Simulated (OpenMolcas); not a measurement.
**Co²⁺ in LiF: CASSCF and CASPT2 levels and susceptibility**

Aim: the ligand-field states of Co²⁺ in this surrounding, its lowest levels with spin-orbit coupling and its magnetic susceptibility.

Program: OpenMolcas 26.06. Level of theory: state-averaged CASSCF and CASPT2, spin-orbit coupling by RASSI with atomic mean-field integrals. These are calculated values, not measurements, unless marked.

## 1. Starting point

* Species: Co²⁺ (cobalt, Z = 27, 25 electrons)
* Basis: ANO-RCC-VTZP [6s5p3d2f1g], 143 functions with the ligands
* Scalar Hamiltonian: DKH2, point nucleus
* Inactive shells: 1s 2s 2p 3s 3p of the metal, and all ligand shells
* Active space: 7 electrons in 5 orbitals (3d)
* Some configurations of this space: 3d⁷
* Orbitals: optimised for each spin and parity, averaged over all roots

Outer shells as boxes (Hund's rule):

3d7
```
3d [↑↓][↑↓][↑ ][↑ ][↑ ]
```

Co²⁺ is taken with its 6 nearest fluoride ions at 2.014 Å, on the cation site of LiF (a = 4.028 Å). The rest of the host is ab initio model potentials to 7.6 Å and point charges beyond; the distance is set by hand, nothing relaxes, and no local charge compensation is placed. Ligand basis ANO-RCC-VDZP.

```xyz
19

Co    0.0000    0.0000    0.0000
F     2.0140    0.0000    0.0000
F     0.0000    2.0140    0.0000
F    -2.0140    0.0000    0.0000
F     0.0000   -2.0140    0.0000
F     0.0000    0.0000    2.0140
F     0.0000    0.0000   -2.0140
Li    0.0000    2.0140   -2.0140
Li    0.0000   -2.0140    2.0140
Li    0.0000    2.0140    2.0140
Li    0.0000   -2.0140   -2.0140
Li    2.0140   -2.0140    0.0000
Li   -2.0140    2.0140    0.0000
Li    2.0140    0.0000   -2.0140
Li   -2.0140    0.0000    2.0140
Li    2.0140    0.0000    2.0140
Li   -2.0140    0.0000   -2.0140
Li    2.0140    2.0140    0.0000
Li   -2.0140   -2.0140    0.0000
```

The work runs as a chain of OpenMolcas steps in one folder; each step below is one input file. Labels, J, g values, rates, χT and fits are worked out afterwards by a script from the matrices that RASSI stores.

## 2. One- and two-electron integrals

File a.inp:

```
&GATEWAY
Basis set
Co.ANO-RCC-VTZP.
Co1 0.0 0.0 0.0 Angstrom
End of basis
Basis set
F.ANO-RCC-VDZP.
L1 2.014000 0.000000 0.000000 Angstrom
L2 0.000000 2.014000 0.000000 Angstrom
L3 0.000000 0.000000 2.014000 Angstrom
End of basis
Basis set
Li.EMB-AIMP.Seijo.0s.0s.ECP.LiF.
PseudoCharge
* 67 symmetry-unique lattice sites within 7.6 angstrom
End of basis
Basis set
F.EMB-AIMP.Seijo.0s.0s.ECP.LiF.
PseudoCharge
* 55 symmetry-unique lattice sites within 7.6 angstrom
End of basis
Symmetry
XYZ
AngMom=0.0 0.0 0.0
AMFI
RICD
XField
973 Angstrom 0
* Evjen-weighted lattice charges
&SEWARD
```

The run is started by

```console
> OMP_NUM_THREADS=1 MOLCAS_MEM=2457 MOLCAS_PROJECT=a pymolcas a.inp > a.log
```

## 3. Reference wave functions, quartets, 10 roots

File a.inp:

```
&RASSCF
FileOrb=start.orb
Symmetry=1
Spin=4
nActEl=7 0 0
Inactive=18 21
Ras2=5 0
CIRoot=10 10 1
SDav=10
CIMx=300
Iter=150 100
PrWF=0.3
OrbListing=Nothing
MaxOrb=0
LevShft=1.0
>>> COPY $Project.JobIph JOB001
```

start.orb holds start orbitals that the driver prepared beforehand, or those of the step before.

## 4. Reference wave functions, doublets, 40 roots

File a.inp:

```
&RASSCF
FileOrb=start.orb
Symmetry=1
Spin=2
nActEl=7 0 0
Inactive=18 21
Ras2=5 0
CIRoot=40 40 1
SDav=40
CIMx=300
Iter=150 100
PrWF=0.3
OrbListing=Nothing
MaxOrb=0
LevShft=1.0
>>> COPY $Project.JobIph JOB002
```

## 5. State interaction with spin-orbit coupling

File a.inp:

```
&RASSI
NrOfJobIphs=2 10 40
1 2 3 4 5 6 7 8 9 10
1 2 3 4 5 6 7 8 9 10 11 12 13 14 15 16 17 18 19 20 21 22 23 24 25 26 27
28 29 30 31 32 33 34 35 36 37 38 39 40
IphNames
JOB001
JOB002
EJob
SpinOrbit
DIPRint=1.0
SOCoupling=1000.0
Subsets=2
Property=9
'ANGMOM' 1 'ANGMOM' 2 'ANGMOM' 3 'MLTPL  1' 1 'MLTPL  1' 2 'MLTPL  1' 3
'AMFI' 1 'AMFI' 2 'AMFI' 3
SOProperty=3
'ANGMOM' 1 'ANGMOM' 2 'ANGMOM' 3
```

## 6. CASPT2: IPEA 0.25, imaginary shift 0.1 (closed shells correlated: 3s 3p of the metal, with ligand shells; the Frozen line counts the rest)

File a.inp:

```
>>> COPY JOB001 $Project.JobIph
&CASPT2
Multistate=10 1 2 3 4 5 6 7 8 9 10
NoMult
Frozen=5 6
IPEA=0.25
Imaginary=0.1
MaxIter=60
WThr=0.0 0.3 0.05
PrWF=0.5
NoMix
>>> COPY JOB002 $Project.JobIph
&CASPT2
Multistate=40 1 2 3 4 5 6 7 8 9 10 11 12 13 14 15 16 17 18 19 20 21 22
23 24 25 26 27 28 29 30 31 32 33 34 35 36 37 38 39 40
NoMult
Frozen=5 6
IPEA=0.25
Imaginary=0.1
MaxIter=60
WThr=0.0 0.3 0.05
PrWF=0.5
NoMix
```

(Steps that only read results are left out.)

Before running it: what results should come out? Wanted: spin-free ground state; first state of the same spin within the active space; lowest level; next level.

As calculated:

```
                                            quantity                                                                                                                                          value
                                              method  SS-CASPT2, IPEA 0.25, imaginary shift 0.1 (closed shells correlated: 3s 3p of the metal, with ligand shells; the Frozen line counts the rest)
                              spin-free ground state                                                                                                                4T1, 3-fold in its orbital part
first state of the same spin within the active space                                                                                                                               4T2 at 9030 cm⁻¹
                                        lowest level                                                                                                                2-fold Γ6, g = 4.40, 4.40, 4.40
                                          next level                                                                                                                                     362.4 cm⁻¹
                                         χT at 300 K                                                                                                                                 3.47 cm³ K/mol
                           effective moment at 300 K                                                                                                                                        5.27 μB
```

Cost by method:

| method | time of its own steps | time with the reference |
| --- | --- | --- |
| A. CASSCF | 26 s | 26 s |
| B. SS-CASPT2, IPEA 0.25, imaginary shift 0.1, +3s 3p | 3.1 min | 3.5 min |

Times are of one thread on a shared host.

What this shows: The spin-free ground state (4T1) comes to 98 % from free-ion F terms and keeps the highest spin of the shell. χT at 300 K is 3.47, against 1.88 cm³ K/mol for the spin alone, so orbital moment adds to it. An active space of the d shell alone favours high spin; real ions in strong fields can be low spin. A ligand-field fit to the states below 45000 cm-1 gives 10Dq = 9941 cm-1, B = 913 cm-1 and C = 3831 cm-1 (C/B = 4.20), with a deviation of 638 cm-1. CASPT2 does not keep the components of a term degenerate, and the means are used. With metal d orbitals alone active, the gaps between spin states are rough; where two lie within a few thousand cm-1, their order is open. With one d shell, CASPT2 may overshoot the field of a late 3d ion.
